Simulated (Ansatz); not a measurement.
# PBE-QIDH/6-31G(d) (spherical functions) run of C2H3Cl2F (SMILES CC(F)(Cl)Cl)

What is the electronic atomisation energy of C2H3Cl2F at PBE-QIDH/6-31G* (spherical functions)? 

The calculation is run with Ansatz 0.2.0.

69 further runs of the same task are left out: 1 that didn't finish, 68 set aside as unsound or not needed.

## (1) The molecule

C2H3Cl2F has 8 atoms, charge 0, and is taken as a singlet. SMILES: `CC(F)(Cl)Cl`. The shape is that of a PBE0-D4/def2-TZVP optimisation.

Bond lengths: C1–C2 1.502 Å, C2–F3 1.348 Å, C2–Cl4 1.776 Å, C2–Cl5 1.776 Å, C1–H6 1.091 Å, C1–H7 1.091 Å, C1–H8 1.088 Å. Some angles: C1–C2–F3 110.1°, C1–C2–Cl4 111.1°, C1–C2–Cl5 111.1°, F3–C2–Cl4 107.6°, F3–C2–Cl5 107.6°, Cl4–C2–Cl5 109.3°, C2–C1–H6 108.9°, C2–C1–H7 108.9°, C2–C1–H8 110.1°, H6–C1–H7 109.8°.

## (2) A single-point energy at PBE-QIDH/6-31G(d) (spherical functions)

run.yaml

```yaml
crystal:
  periodic: [false, false, false]
  atoms:
    - symbol: C
      position_ang: [-0.133500, -0.505900, 0.646300]
    - symbol: C
      position_ang: [0.199400, 0.391300, -0.511300]
    - symbol: F
      position_ang: [1.523600, 0.643200, -0.537400]
    - symbol: Cl
      position_ang: [-0.232400, -0.372700, -2.055900]
    - symbol: Cl
      position_ang: [-0.641100, 1.950200, -0.373000]
    - symbol: H
      position_ang: [0.163400, -0.011800, 1.572000]
    - symbol: H
      position_ang: [0.414900, -1.442000, 0.535900]
    - symbol: H
      position_ang: [-1.202100, -0.709300, 0.667600]
basis:
  gaussian:
    orbitals: 6-31G_st_-spherical.json
output:
  orbitals: {seedname: orbitals}
hamiltonian:
  xc: {name: PBE-QIDH}
accuracy: high
correlation:
  frozen_orbitals: {C: 1, Cl: 5, F: 1, H: 0}
```

The basis set 6-31G* is read from a file made from the Basis Set Exchange's data (not shown).

Launch:

```bash
$ ansatz run run.yaml --threads 1 --pin off --max-ram 3480MiB --events-out events.jsonl --progress --plain --runs-dir runs
```

The program printed:

```text
Warning: RAYON_NUM_THREADS=1 ignored (pool sized by the plan → 1); use --threads N
Functional definition: PBE-QIDH
  name "PBE-QIDH"
  parameter a = 3^(-1/3)
  parameter c = 1/3
  exchange = (1 - a)*pbe_x + a*exact_x
  correlation = (1 - c)*pbe_c + c*(mp2_os + mp2_ss)
1944 factors; integrals over basis functions are off by at most 3.8e-9 eV
mean field evaluation 1: about -29853.1094 eV, gradient 3.4e1 eV
mean field evaluation 2: about -29853.1816 eV, gradient 3.4e1 eV
mean field evaluation 4: about -29855.6871 eV, gradient 3.0e0 eV
mean field evaluation 8: about -29855.7148 eV, gradient 4.3e-2 eV
mean field evaluation 16: about -29855.7148 eV, gradient 1.3e-5 eV
mean field -29855.71478137 eV, -1097.1772812850 hartree, gradient 5.7e-8 eV, S^2 0.000000; 0 other end points of the search recorded, 0 dependent functions left out
13 core orbitals not correlated: weight in the atoms' cores, before any rotation towards them, 1.000 or more for the frozen orbitals, at most 0.000 for the correlated occupied ones
reference -29855.71478211 eV, -1097.1772813120 hartree; 16, 16 occupied and 55, 55 virtual orbitals, 1944 factors
second order -21.22286547 eV of doubles, -0.00000000 eV of singles
Total energy: -29862.78907060 eV, -1097.4372566190 hartree
```

Run time: 11 s. Hardware: 1 thread of Arm Neoverse V2, shared host; peak memory 0.3 GiB.

## (3) The C atom at the same level

in.yaml

```yaml
crystal:
  periodic: [false, false, false]
  atoms:
    - {symbol: C, position_ang: [0.000000, 0.000000, 0.000000]}
basis:
  gaussian:
    orbitals: 6-31G_st_-spherical.json
accuracy: high
hamiltonian:
  xc: {name: PBE-QIDH}
correlation:
  frozen_orbitals: {C: 1}
magnetization:
  spin_polarized: true
  initial_magnetization: 2
```

The basis set 6-31G* is read from a file made from the Basis Set Exchange's data (not shown).

Run the same way, it converges to -37.78314 Eh (log not shown).

## (4) The Cl atom at the same level

run.yaml

```yaml
crystal:
  periodic: [false, false, false]
  atoms:
    - {symbol: Cl, position_ang: [0.000000, 0.000000, 0.000000]}
basis:
  gaussian:
    orbitals: 6-31G_st_-spherical.json
magnetization:
  spin_polarized: true
  initial_magnetization: 1
hamiltonian:
  xc: {name: PBE-QIDH}
correlation:
  frozen_orbitals: {Cl: 5}
accuracy: high
```

The basis set 6-31G* is read from a file made from the Basis Set Exchange's data (not shown).

Run the same way, it converges to -459.86297 Eh (log not shown).

## (5) The F atom

in.yaml

```yaml
crystal:
  periodic: [false, false, false]
  atoms:
    - {symbol: F, position_ang: [0.000000, 0.000000, 0.000000]}
basis:
  gaussian:
    orbitals: 6-31G_st_-spherical.json
magnetization:
  spin_polarized: true
  initial_magnetization: 1
hamiltonian:
  xc: {name: PBE-QIDH}
correlation:
  frozen_orbitals: {F: 1}
accuracy: high
```

The basis set 6-31G* is read from a file made from the Basis Set Exchange's data (not shown).

Run the same way, it converges to -99.59009 Eh (log not shown).

## (6) The H atom at the same level

job.yaml

```yaml
crystal:
  periodic: [false, false, false]
  atoms:
    - {symbol: H, position_ang: [0.000000, 0.000000, 0.000000]}
basis:
  gaussian: {orbitals: "6-31G*"}
accuracy: high
magnetization: {spin_polarized: true, initial_magnetization: 1}
correlation: {frozen_orbitals: {H: 0}}
hamiltonian: {xc: {name: PBE-QIDH}}
```

Run the same way, it converges to -0.50012 Eh (log not shown).

## (7) Outcome

Level: PBE-QIDH/6-31G* (spherical functions), 13 core orbitals frozen.

```
                                     quantity           value
                       molecule: total energy  -1097.43726 Eh
  molecule: HOMO energy (SCF part's orbitals)       -11.14 eV
  molecule: LUMO energy (SCF part's orbitals)         2.12 eV
molecule: HOMO–LUMO gap (SCF part's orbitals)        13.26 eV
                         C atom: total energy    -37.78314 Eh
                                 C atom: ⟨S²⟩           2.003
                        Cl atom: total energy   -459.86297 Eh
                                Cl atom: ⟨S²⟩           0.754
                         F atom: total energy    -99.59009 Eh
                                 F atom: ⟨S²⟩           0.752
                         H atom: total energy     -0.50012 Eh
                                 H atom: ⟨S²⟩           0.750
                electronic atomisation energy       28.697 eV
```

What this shows: Taking the molecule apart into free atoms costs 28.70 eV (662 kcal/mol), before zero-point energy and without spin-orbit coupling.
